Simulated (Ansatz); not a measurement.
# CaSc2N2: the cost of one run

Method: DFT PBE, scalar-relativistic, plane waves, PAW, in Ansatz 0.2.0.

4 further runs of the same task are left out: 1 for a known fault of the program, 3 set aside as unsound or not needed. Runs told in other sessions of the task aren't counted.

### Step 1. The system as given

The structure is tetragonal, space group P4/mbm (No. 127). Conventional cell: a = 6.526 Å, b = 6.526 Å, c = 3.744 Å, α = 90.00°, β = 90.00°, γ = 90.00°. Around Ca (site symmetry 4/m) lie 4 N at 2.59 Å. Around Sc (site symmetry m2m) lie 6 N at 2.63 to 2.73 Å. N (site symmetry m2m) has 1 N at 2.24 Å and 2 Ca at 2.59 Å and 6 Sc at 2.63 to 2.73 Å in its first shell of neighbours.

Coordinates:

```cif
data_structure
_symmetry_space_group_name_H-M 'P 1'
_symmetry_Int_Tables_number 1
_cell_length_a 6.5256
_cell_length_b 6.5256
_cell_length_c 3.7441
_cell_angle_alpha 90.000
_cell_angle_beta 90.000
_cell_angle_gamma 90.000
_cell_volume 159.44
loop_
_atom_site_label
_atom_site_type_symbol
_atom_site_fract_x
_atom_site_fract_y
_atom_site_fract_z
_atom_site_occupancy
Ca1 Ca 0.00000 0.00000 0.00000 1
Ca2 Ca 0.50000 0.50000 0.00000 1
Sc1 Sc 0.17836 0.67836 0.50000 1
Sc2 Sc 0.32164 0.17836 0.50000 1
Sc3 Sc 0.82164 0.32164 0.50000 1
Sc4 Sc 0.67836 0.82164 0.50000 1
N1 N 0.37868 0.87868 0.00000 1
N2 N 0.12132 0.37868 0.00000 1
N3 N 0.62132 0.12132 0.00000 1
N4 N 0.87868 0.62132 0.00000 1
```

(A quick probe on a coarse mesh, which set the mesh and smearing, is not shown.)

### Step 3. Coarse relaxation

File input.yaml:

```yaml
crystal:
  lattice:
    - [6.5256454834, 0.0, 0.0]
    - [0.0, 6.5256454834, 0.0]
    - [0.0, 0.0, 3.7441336702]
  atoms:
    - { symbol: Ca, position: [0.0, 0.0, 0.0] }
    - { symbol: Ca, position: [0.5, 0.5, 0.0] }
    - { symbol: Sc, position: [0.17836, 0.67836, 0.5] }
    - { symbol: Sc, position: [0.32164, 0.17836, 0.5] }
    - { symbol: Sc, position: [0.82164, 0.32164, 0.5] }
    - { symbol: Sc, position: [0.67836, 0.82164, 0.5] }
    - { symbol: "N", position: [0.37868, 0.87868, 0.0] }
    - { symbol: "N", position: [0.12132, 0.37868, 0.0] }
    - { symbol: "N", position: [0.62132, 0.12132, 0.0] }
    - { symbol: "N", position: [0.87868, 0.62132, 0.0] }
basis:
  ecutwfc: 420
kpoints:
  mp_grid: { grid: [4, 4, 4] }
hamiltonian:
  xc: pbe
scf:
  occupations: { method: gaussian, width: 0.1 }
  lower_state_search: "off"
output:
  forces: true
  stress: true
  eigenvalues: true
relax:
  adjacent_minimum: "off"
  f_tol: 0.04
  max_steps: 70
  cell: { stress_tol: 0.4 }
```

Launch:

```
$ ansatz run input.yaml --threads 1 --pin off --max-ram 2560MiB --backend cpu --events-out ev --progress --plain --runs-dir out
```

Q: Estimate wall time and peak memory on 1 thread of Arm Neoverse N1, shared host.

About 2.6 min, with a peak of 0.46 GiB.
